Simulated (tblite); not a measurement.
# C2H4Al2Cl5F: the cost of one run

Programs: tblite 0.8.0 and PySCF 2.14.0, with density-fitted response routines of our own. Each step states its level of theory. These are calculated values for one molecule in the gas phase, unless marked as measured. Atoms count from 0, in the outputs and in this text.

**1. The molecule as given**

14 atoms, charge 0, multiplicity 1; geometry from: force field or distance geometry start.

Bonds of the start (Å): F0–Al1 1.80, Al1–Cl2 2.21, Cl2–Al3 2.24, Al3–C4 1.99, C4–C5 1.53, C5–Cl6 1.79, C5–Cl7 1.78, C5–Cl8 1.75, Al3–Cl9 2.22, Cl9–Al1 2.22, Al1–H10 1.59, Al3–H11 1.58, C4–H12 1.13, C4–H13 1.09.

**2. Optimising the geometry with GFN2-xTB**

What the job is given:

```
{"job": {"kind": "relax", "xc": "GFN2-xTB", "basis": "xTB"}, "charge": 0, "multiplicity": 1}
F      3.579400    -0.211600    -1.604600
Al     3.131400    -0.839600     0.016800
Cl     1.090600    -1.693800    -0.071900
Al     0.426700     0.430000     0.166800
C     -1.275100     0.624800     1.172900
C     -2.459900     0.104200     0.354800
Cl    -2.576600     1.020200    -1.175800
Cl    -2.210900    -1.599800    -0.094300
Cl    -3.991300     0.253600     1.191400
Cl     2.258700     0.667600     1.393300
H      4.217300    -1.800500     0.675700
H      0.543500     1.207200    -1.199200
H     -1.460300     1.729900     1.297200
H     -1.274200     0.107400     2.134700
```

Command:

```
> OMP_NUM_THREADS=1 python probes_run.py task.json out
```

The driver reads the jobs from task.json and runs them one after another.

Q: Estimate the wall time and peak memory of this first job on 1 thread of Arm Neoverse V1, shared host.

About 2.6 s, with a peak of 0.17 GiB.
